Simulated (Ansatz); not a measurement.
## Molecular dynamics of WC

Input:

```yaml
accuracy: low
crystal:
  lattice:
    - [-2.83473, -4.909896, 0.0]
    - [4.252095, -2.454948, 0.0]
    - [0.0, 0.0, 5.5724]
  atoms:
    - { symbol: W, position: [0.75, 0.5, 0.0] }
    - { symbol: C, position: [0.5, 0.6666667, 0.25] }
    - { symbol: W, position: [0.75, 0.5, 0.5] }
    - { symbol: C, position: [0.5, 0.6666667, 0.75] }
    - { symbol: W, position: [0.5, 0.0, 0.0] }
    - { symbol: C, position: [0.25, 0.1666667, 0.25] }
    - { symbol: W, position: [0.5, 0.0, 0.5] }
    - { symbol: C, position: [0.25, 0.1666667, 0.75] }
    - { symbol: W, position: [0.25, 0.5, 0.0] }
    - { symbol: C, position: [0.0, 0.6666667, 0.25] }
    - { symbol: W, position: [0.25, 0.5, 0.5] }
    - { symbol: C, position: [0.0, 0.6666667, 0.75] }
    - { symbol: W, position: [0.0, 0.0, 0.0] }
    - { symbol: C, position: [0.75, 0.1666667, 0.25] }
    - { symbol: W, position: [0.0, 0.0, 0.5] }
    - { symbol: C, position: [0.75, 0.1666667, 0.75] }
basis:
  ecutwfc: 420.0
kpoints:
  mp_grid: { grid: [2, 2, 2] }
hamiltonian:
  xc: lda
  pseudopotentials: { kind: paw, azcp: { folder: soft_1 } }
scf:
  occupations: { method: fermi_dirac, width: 0.36 }
  lower_state_search: "off"
md:
  timestep: 1
  n_steps: 460
  ensemble: nvt_langevin
  temperature: 300.0
  initial_velocities: maxwell_boltzmann
  seed: 548731
  friction: 0.02
  temperature_schedule: [{ n_steps: 460, end_temperature: 4200.0 }]
```

Launched with:

```bash
$ ansatz run input.yaml --threads 1 --pin off --max-ram 3072MiB --backend cpu --events-out ev --progress --plain --runs-dir out
```

It starts from an unrelaxed structure (largest force component 0.08 eV/Å).

Output, in part (step lines):

```
md step     0: t =     0.00 fs  T =   281.2 K (target 300.0 K)  F+E_penalty+E_count = -82993.03927997 eV  E_kin = 0.581670 eV  (9 SCF iters)
md step     1: t =     1.00 fs  T =   265.4 K (target 304.2 K)  F+E_penalty+E_count = -82993.03465001 eV  E_kin = 0.548794 eV  (6 SCF iters)
md step     2: t =     2.00 fs  T =   279.1 K (target 312.7 K)  F+E_penalty+E_count = -82993.02193441 eV  E_kin = 0.577150 eV  (6 SCF iters)
md step     3: t =     3.00 fs  T =   276.2 K (target 321.2 K)  F+E_penalty+E_count = -82993.00215025 eV  E_kin = 0.571146 eV  (6 SCF iters)
md step     4: t =     4.00 fs  T =   238.5 K (target 329.7 K)  F+E_penalty+E_count = -82992.97780934 eV  E_kin = 0.493178 eV  (6 SCF iters)
md step     5: t =     5.00 fs  T =   249.7 K (target 338.2 K)  F+E_penalty+E_count = -82992.94812930 eV  E_kin = 0.516330 eV  (5 SCF iters)
md step     6: t =     6.00 fs  T =   243.9 K (target 346.6 K)  F+E_penalty+E_count = -82992.91117895 eV  E_kin = 0.504350 eV  (5 SCF iters)
md step     7: t =     7.00 fs  T =   226.7 K (target 355.1 K)  F+E_penalty+E_count = -82992.87104829 eV  E_kin = 0.468763 eV  (5 SCF iters)
[... lines left out ...]
md step   459: t =   459.00 fs  T =  3101.9 K (target 4187.3 K)  F+E_penalty+E_count = -82985.78498523 eV  E_kin = 6.415313 eV  (6 SCF iters)
md step   460: t =   460.00 fs  T =  2915.9 K (target 4195.8 K)  F+E_penalty+E_count = -82985.60052592 eV  E_kin = 6.030526 eV  (6 SCF iters)
```

The steps, from the saved trajectory:

```
time (fs)  T (K)  potential energy less start (eV)
        0    281                             0.000
       15    165                             0.369
       30    200                             0.477
       45    384                             0.606
       60    539                             0.600
       75    552                             0.790
       90    915                             1.162
      105    691                             1.418
      120    845                             2.121
      135   1084                             1.933
      150   1067                             2.499
      165   1774                             2.047
      180   1579                             2.867
      195   1420                             3.696
      210   2074                             2.602
      225   2162                             3.635
      240   2290                             3.852
      255   1736                             4.896
      270   2410                             4.998
      285   2412                             4.868
      300   2316                             5.770
      315   2325                             4.656
      330   2850                             3.730
      345   2332                             4.807
      360   2695                             5.913
      375   2582                             7.479
      390   2672                             8.158
      405   2972                             5.622
      420   3531                             5.285
      435   3236                             6.355
      450   2340                             7.920
```

All steps were run. The schedule's set-point averaged 3225 K over the second half and the system 2597 K, so it lags behind the ramp. A run of 0.46 ps of so small a system gives no equilibrium averages. Limits of this set-up: coarse k mesh, PAW files made for another functional, low accuracy level.

Mean squared displacements from the first frame to the last, about the centre of mass: W 0.03 Å², C 0.06 Å².

Last frame:

```xyz
16
Lattice="-2.8347 -4.9099 0.0000 4.2521 -2.4549 0.0000 0.0000 0.0000 5.5724" Properties=species:S:1:pos:R:3
W 0.116 -4.869 0.067
C 1.415 -4.005 1.647
W -0.057 -4.751 2.642
C 1.612 -4.278 4.146
W -1.430 -2.622 -0.046
C -0.095 -1.882 1.409
W -1.387 -2.618 2.837
C -0.077 -1.799 4.145
W 1.462 -2.536 -0.196
C 2.555 -1.603 1.240
W 1.450 -2.419 2.798
C 2.718 -1.460 4.132
W -0.045 0.092 -0.002
C -1.365 -4.090 1.227
W -0.077 0.064 2.526
C -1.438 -4.255 4.130
```

The run took 40 min on 1 thread of Arm Neoverse V1, with other jobs on the host, peak memory 0.58 GiB.
